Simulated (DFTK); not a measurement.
## TiC under changes of volume

One of the cells (10.158 Å³/atom); the others are scaled copies at fixed shape and fractional positions:

```
CELL_PARAMETERS angstrom
0.00000 2.16572 2.16572
2.16572 0.00000 2.16572
2.16572 2.16572 0.00000
ATOMIC_POSITIONS crystal
Ti 0.00000 0.00000 0.00000
C 0.50000 0.50000 0.50000
```

The cell is a database's computed one.

```yaml
Program: DFTK 0.8.2
Functional: PBEsol
Potentials_or_basis: dojo.nc.sr.pbesol.v0_4_1.standard.upf (PBEsol)
Cutoff: 1143 eV
k_mesh: 11 × 11 × 11
Occupations: fermi-dirac, width 0.05 eV
Spin: no spin polarisation
```

```csv
volume (Å³/atom),energy over the lowest point (meV/atom),pressure (GPa)
9.548,11.04,10.4
9.752,1.75,4.2
9.955,0.00,-1.5
10.158,5.05,-6.5
10.361,16.23,-11.1
10.564,?,?
10.767,54.65,-19.0
```

Problem. What does the run at 10.564 Å³/atom give?

Solution. Energy over the lowest point 32.94 meV/atom; pressure -15.3 GPa.

Worked out: A Birch-Murnaghan fit of order 3 (a polynomial in V^(-2/3)) to the other rows has its minimum at 9.90 Å³/atom with B0 = V·E''(V) = 268 GPa and B' = 4.0. It gives 32.93 meV/atom at 10.564 Å³/atom, against the run's 32.94, and -dE/dV = -15.2 GPa, against -15.3.

Energies are extrapolated to zero smearing.
